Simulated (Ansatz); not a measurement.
The system is TaVN2.

```
CELL_PARAMETERS angstrom
3.04987 0.00000 0.00000
0.00000 3.04987 0.00000
0.00000 0.00000 4.29606
ATOMIC_POSITIONS crystal
Ta 0.00000 0.00000 0.00000
V 0.50000 0.50000 0.50000
N 0.50000 0.50000 0.00000
N 0.00000 0.00000 0.50000
```

The cell comes from a database or a generator and needn't be the stable form of this composition.

Base run:

| Item | Value |
| --- | --- |
| Program | Ansatz 0.2.0 |
| Functional | PBEsol |
| Potentials or basis | Ansatz PAW |
| Cutoff | 420 eV (not typed: the program's choice for these potentials) |
| k mesh | 9 × 9 × 6 |
| Occupations | fermi-dirac, width 0.05 eV |
| Spin | no spin polarisation |

Its results: band gap on the k mesh none (metal or under the smearing width); pressure -12.6 GPa.

The run is repeated on the same cell with these changes: spin from no spin polarisation to collinear spin, random start. What comes out?

Band gap on the k mesh none (metal or under the smearing width); pressure -11.1 GPa; net moment 0.90 μB per cell; site moments Ta -0.03; V +0.74; N +0.02 μB.

Caveats: the PAW data sets come from PBE, with cores solved anew for the run's functional, which leaves a small shift of forces and pressure.
